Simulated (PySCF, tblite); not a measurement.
# C₅H₉NO: a rotation path, then NMR shifts on frames, part 1 of 2

Aim: move C₅H₉NO (`C=CC(=O)CCN`) away from its starting geometry and see how NMR shifts follow the geometry.

Programs: tblite 0.8.0 and PySCF 2.14.0, with density-fitted response routines of our own. Each step states its level of theory. These are calculated values for one molecule in the gas phase, unless marked as measured. Atoms count from 0, in the outputs and in this text.

### 1 The starting structure

16 atoms, charge 0, multiplicity 1; geometry from: GFN2-xTB.

Bonds of the start (Å): C0–C1 1.33, C1–C2 1.48, C2–O3 1.21, C2–C4 1.51, C4–C5 1.54, C5–N6 1.45, C0–H7 1.08, C0–H8 1.08, C1–H9 1.08, C4–H10 1.09, C4–H11 1.10, C5–H12 1.09, C5–H13 1.09, N6–H14 1.01, N6–H15 1.01.

### 2 A band between two rotamers with GFN2-xTB

What the job is given:

```
{"job": {"kind": "neb", "xc": "GFN2-xTB", "basis": "xTB", "atoms": [2, 4, 5, 6], "turn": 120}, "charge": 0, "multiplicity": 1}
C     -3.190739     0.044478     0.525762
C     -1.980569     0.462864     0.178325
C     -0.775063    -0.360504     0.438267
O     -0.827838    -1.458992     0.939526
C      0.523038     0.298602     0.022897
C      1.747800    -0.591172     0.281733
N      3.016104    -0.007134    -0.105067
H     -3.309912    -0.914025     1.005425
H     -4.080733     0.624957     0.350824
H     -1.824547     1.418559    -0.302300
H      0.452811     0.547780    -1.041028
H      0.615224     1.240190     0.574753
H      1.628366    -1.530319    -0.263859
H      1.795945    -0.830531     1.346734
H      3.022548     0.207212    -1.096837
H      3.179967     0.856978     0.400918
```

Method: GFN2-xTB climbing-image nudged elastic band, gas phase.

Launch:

```sh
$ OMP_NUM_THREADS=1 python probes_run.py task.json out
```

One launch serves the whole session: the jobs run in the order shown.

Log:

```text
image   E - E0 / eV
  0      -0.0000
  1       0.0115
  2       0.0351
  3       0.0572
  4       0.0647
  5       0.0520
  6       0.0233
  7      -0.0086
  8      -0.0274
```

Run time: 2.5 s. Hardware: 1 thread of Arm Neoverse V1, shared host; peak memory 0.19 GiB.

The final band, with the dihedral C2–C4–C5–N6:

| image | dihedral (°) | energy (eV) | energy (kcal/mol) |
| --- | --- | --- | --- |
| 0 | 180 | 0.000 | 0.0 |
| 1 | 196 | 0.012 | 0.3 |
| 2 | 211 | 0.035 | 0.8 |
| 3 | 226 | 0.057 | 1.3 |
| 4 | 241 | 0.065 | 1.5 |
| 5 | 256 | 0.052 | 1.2 |
| 6 | 271 | 0.023 | 0.5 |
| 7 | 285 | -0.009 | -0.2 |
| 8 | 298 | -0.027 | -0.6 |

### 3 Shielding tensors: image 0, PBE0/pcSseg-1

What the job is given:

```
{"job": {"kind": "nmr", "xc": "PBE0", "basis": "pcSseg-1", "pop": false}, "charge": 0, "multiplicity": 1}
C     -3.190700     0.044500     0.525800
C     -1.980600     0.462900     0.178300
C     -0.775100    -0.360500     0.438300
O     -0.827800    -1.459000     0.939500
C      0.523000     0.298600     0.022900
C      1.747800    -0.591200     0.281700
N      3.016100    -0.007100    -0.105100
H     -3.309900    -0.914000     1.005400
H     -4.080700     0.625000     0.350800
H     -1.824500     1.418600    -0.302300
H      0.452800     0.547800    -1.041000
H      0.615200     1.240200     0.574800
H      1.628400    -1.530300    -0.263900
H      1.795900    -0.830500     1.346700
H      3.022500     0.207200    -1.096800
H      3.180000     0.857000     0.400900
```

Method: GIAO PBE0/pcSseg-1 NMR shielding, non-relativistic, gas phase.

Log:

```text
coarse grid: 13160 points
cycle   1  E = -325.2816051720  dE =  9.042e-01  |g| = 8.279e-01  |ddm| = 3.530e+00
cycle   2  E = -324.8882484217  dE =  3.934e-01  |g| = 1.641e+00  |ddm| = 2.691e+00
cycle   3  E = -325.4150087587  dE = -5.268e-01  |g| = 1.962e-01  |ddm| = 2.094e+00
cycle   4  E = -325.4232197748  dE = -8.211e-03  |g| = 6.094e-02  |ddm| = 2.066e-01
cycle   5  E = -325.4239385664  dE = -7.188e-04  |g| = 1.738e-02  |ddm| = 5.601e-02
cycle   6  E = -325.4240002196  dE = -6.165e-05  |g| = 5.240e-03  |ddm| = 1.640e-02
cycle   7  E = -325.4240057279  dE = -5.508e-06  |g| = 1.915e-03  |ddm| = 4.722e-03
final grid: 126592 points
cycle   8  E = -325.4743928505  dE = -1.578e-05  |g| = 1.446e-02  |ddm| = 3.224e-02
cycle   9  E = -325.4742977024  dE =  9.515e-05  |g| = 2.660e-02  |ddm| = 3.343e-02
cycle  10  E = -325.4744340317  dE = -1.363e-04  |g| = 3.065e-03  |ddm| = 2.346e-02
cycle  11  E = -325.4744359182  dE = -1.886e-06  |g| = 3.840e-04  |ddm| = 2.610e-03
cycle  12  E = -325.4744359470  dE = -2.888e-08  |g| = 1.902e-04  |ddm| = 5.101e-04
cycle  13  E = -325.4744359558  dE = -8.726e-09  |g| = 4.460e-05  |ddm| = 1.889e-04
cycle  14  E = -325.4744359562  dE = -4.669e-10  |g| = 1.088e-05  |ddm| = 4.305e-05
converged SCF energy = -325.4744359562

GIAO shielding tensors (ppm)
atom      isotropic    diamagn.    paramagn.     s11        s22        s33       span
  0 C       49.921     252.103    -202.182    -67.724     38.383    179.104    246.828
  1 C       46.348     258.708    -212.360    -68.102     64.823    142.323    210.425
  2 C      -14.586     251.059    -265.645   -102.975    -42.096    101.311    204.286
  3 O     -286.211     401.767    -687.977   -874.353   -388.803    404.524   1278.876
  4 C      128.810     255.901    -127.091    105.736    107.739    172.954     67.218
  5 C      143.938     243.476     -99.538    120.712    142.563    168.540     47.827
  6 N      231.764     315.901     -84.138    199.846    246.942    248.502     48.656
  7 H       24.779      30.634      -5.855     22.053     23.832     28.451      6.398
  8 H       25.736      27.746      -2.010     23.360     25.476     28.374      5.014
  9 H       25.140      32.826      -7.686     20.985     24.326     30.109      9.123
 10 H       29.312      34.153      -4.841     26.688     29.249     31.999      5.311
 11 H       29.291      33.719      -4.428     26.762     29.245     31.865      5.103
 12 H       28.599      30.390      -1.791     23.320     29.172     33.305      9.984
 13 H       28.571      30.205      -1.634     23.253     29.138     33.322     10.069
 14 H       31.453      31.500      -0.047     25.082     28.976     40.302     15.220
 15 H       31.454      31.155       0.299     25.091     28.975     40.296     15.205
```

Run time: 25 s. Hardware: 1 thread of Arm Neoverse V1, shared host; peak memory 0.75 GiB.

Shifts follow as δ = σ(reference) − σ, with reference shieldings (ppm) from runs at the same level and on the same kind of geometry: 1H TMS 31.72, 13C TMS 186.9, 15N NH3 267.7, 17O H2O 336.1. The references are single molecules in the gas phase, so shifts against H2O, NH3, PH3, H3PO4 or CFCl3 are not on the usual liquid scales and can be off by tens of ppm. Each atom is listed at this fixed geometry, with no averaging over motion; a spectrum would average atoms that exchange fast.

| atoms | environment | σ (ppm) | δ (ppm) |
| --- | --- | --- | --- |
| C2 | ketone carbonyl carbon | -14.6 | 201.5 |
| C1 | α carbon of a C=C–C=O unit | 46.3 | 140.6 |
| C0 | β carbon of a C=C–C=O unit | 49.9 | 137.0 |
| C4 | sp3 CH2 α to a carbonyl | 128.8 | 58.1 |
| C5 | sp3 CH2 bonded to N | 143.9 | 43.0 |
| H7 | hydrogen on a β carbon of a C=C–C=O unit | 24.78 | 6.94 |
| H9 | hydrogen on an α carbon of a C=C–C=O unit | 25.14 | 6.58 |
| H8 | hydrogen on a β carbon of a C=C–C=O unit | 25.74 | 5.98 |
| H13 | hydrogen on an sp3 CH2 bonded to N | 28.57 | 3.15 |
| H12 | hydrogen on an sp3 CH2 bonded to N | 28.60 | 3.12 |
| H11 | hydrogen on an sp3 CH2 α to a carbonyl | 29.29 | 2.43 |
| H10 | hydrogen on an sp3 CH2 α to a carbonyl | 29.31 | 2.41 |
| H14 | hydrogen on an amine nitrogen | 31.45 | 0.26 |
| H15 | hydrogen on an amine nitrogen | 31.45 | 0.26 |
| O3 | ketone oxygen | -286.2 | 622.3 |
| N6 | amine nitrogen | 231.8 | 36.0 |

The fields below are evaluated on a grid from the run's orbitals.

Frontier orbitals at PBE0/pcSseg-1, with the share of their density that lies nearest to each atom:

| orbital | energy (eV) | lies on |
| --- | --- | --- |
| HOMO | -6.67 | N6 53 %; O3 10 %; C4 9 % |
| LUMO | -1.66 | C0, C2 about 24 % each; O3 18 %; C1 14 % |

ELF in a plane through or near 10 of the atoms.

Ten even steps from '0' (0.00) to '9' (1.00):
```
0000000000000000000000000000
0000000000000000000000000000
0000000000000000000000000000
0000000000000033320000000000
0000000000000377762000000000
0000000001110597982089400000
0000012003540382871599810000
0000278414650067730899810000
0000699862633243410799400000
0000689777177775765436540000
0000357346473385823729996000
0000013673033331522659997000
0000001341026510899219994000
0000000010013200999303770000
0000000000000000999300000000
0000000000000000898100000000
0000000000000000021000000000
0000000000000000000000000000
0000000000000000000000000000
0000000000000000000000000000
```
The map spans 13.4 Å across and 8.4 Å up, centred on the molecule. Atoms in the plane (x, y in Å): C0 (3.2, 0.0), C1 (2.0, -0.5), C2 (0.8, 0.4), O3 (0.9, 1.6), C4 (-0.5, -0.3), C5 (-1.7, 0.6), N6 (-3.0, -0.1), H7 (3.3, 1.1), H8 (4.1, -0.6), H9 (1.8, -1.5).

On the surface of density 0.002 e/bohr³ the electrostatic potential runs, from the 1st to the 99th percentile, from -1.74 V near N6 to 1.34 V near H15.

### 4 Shielding tensors: image 2, PBE0/pcSseg-1

What the job is given:

```
{"job": {"kind": "nmr", "xc": "PBE0", "basis": "pcSseg-1", "pop": false}, "charge": 0, "multiplicity": 1}
C     -3.150700     0.135800     0.687900
C     -1.981300     0.439400     0.138700
C     -0.763200    -0.353900     0.436000
O     -0.780800    -1.338700     1.136100
C      0.499000     0.191200    -0.203000
C      1.749300    -0.652700     0.107400
N      2.993100     0.087800     0.169600
H     -3.220900    -0.700200     1.364400
H     -4.052300     0.688900     0.487800
H     -1.872200     1.270900    -0.543100
H      0.332400     0.262500    -1.280600
H      0.633800     1.213000     0.169600
H      1.864200    -1.430300    -0.651200
H      1.606400    -1.151400     1.070000
H      3.192000     0.539200    -0.716800
H      2.943500     0.807300     0.883400
```

With the program's defaults for keys left out, this is: GIAO PBE0/pcSseg-1 NMR shielding, non-relativistic, gas phase.

Log:

```text
coarse grid: 13160 points
cycle   1  E = -325.2799386488  dE =  9.014e-01  |g| = 8.276e-01  |ddm| = 3.515e+00
cycle   2  E = -324.8852329697  dE =  3.947e-01  |g| = 1.643e+00  |ddm| = 2.692e+00
cycle   3  E = -325.4130346550  dE = -5.278e-01  |g| = 1.967e-01  |ddm| = 2.106e+00
cycle   4  E = -325.4212809938  dE = -8.246e-03  |g| = 6.097e-02  |ddm| = 2.040e-01
cycle   5  E = -325.4220008426  dE = -7.198e-04  |g| = 1.720e-02  |ddm| = 5.518e-02
cycle   6  E = -325.4220610529  dE = -6.021e-05  |g| = 5.209e-03  |ddm| = 1.595e-02
cycle   7  E = -325.4220665086  dE = -5.456e-06  |g| = 1.874e-03  |ddm| = 4.672e-03
final grid: 126592 points
cycle   8  E = -325.4724507651  dE = -2.110e-05  |g| = 1.351e-02  |ddm| = 3.434e-02
cycle   9  E = -325.4723726709  dE =  7.809e-05  |g| = 2.428e-02  |ddm| = 3.034e-02
cycle  10  E = -325.4724870046  dE = -1.143e-04  |g| = 3.099e-03  |ddm| = 2.165e-02
cycle  11  E = -325.4724889019  dE = -1.897e-06  |g| = 3.729e-04  |ddm| = 2.641e-03
cycle  12  E = -325.4724889277  dE = -2.577e-08  |g| = 1.968e-04  |ddm| = 4.979e-04
cycle  13  E = -325.4724889370  dE = -9.343e-09  |g| = 4.616e-05  |ddm| = 1.910e-04
cycle  14  E = -325.4724889375  dE = -5.073e-10  |g| = 1.096e-05  |ddm| = 4.453e-05
converged SCF energy = -325.4724889375

GIAO shielding tensors (ppm)
atom      isotropic    diamagn.    paramagn.     s11        s22        s33       span
  0 C       49.322     252.103    -202.781    -68.794     37.964    178.795    247.589
  1 C       46.187     258.759    -212.571    -68.497     64.948    142.111    210.608
  2 C      -13.685     250.982    -264.667   -103.573    -39.401    101.918    205.491
  3 O     -280.855     401.568    -682.422   -860.254   -387.745    405.435   1265.690
  4 C      128.878     255.396    -126.518     92.751    120.811    173.072     80.322
  5 C      146.629     243.906     -97.278    122.916    146.144    170.826     47.909
  6 N      225.948     315.452     -89.504    198.179    229.549    250.115     51.936
  7 H       24.735      30.672      -5.937     21.948     23.763     28.493      6.545
  8 H       25.698      27.747      -2.049     23.283     25.464     28.347      5.064
  9 H       25.182      32.840      -7.657     21.043     24.372     30.132      9.088
 10 H       28.776      33.547      -4.771     25.453     28.888     31.986      6.532
 11 H       29.697      34.266      -4.569     26.650     30.356     32.085      5.435
 12 H       28.914      29.908      -0.994     24.312     28.721     33.709      9.397
 13 H       27.954      30.521      -2.567     21.942     28.313     33.608     11.666
 14 H       31.168      31.092       0.076     24.902     28.824     39.778     14.876
 15 H       31.497      31.531      -0.034     25.150     29.368     39.973     14.823
```

It took 18 s on 1 thread of Arm Neoverse V1, shared host; peak memory 0.77 GiB.

This run: δ C2 200.6, C1 140.7, C0 137.6, C4 58.0, H7 6.98, H9 6.53 ppm.

(Continued in part 2 of 2.)
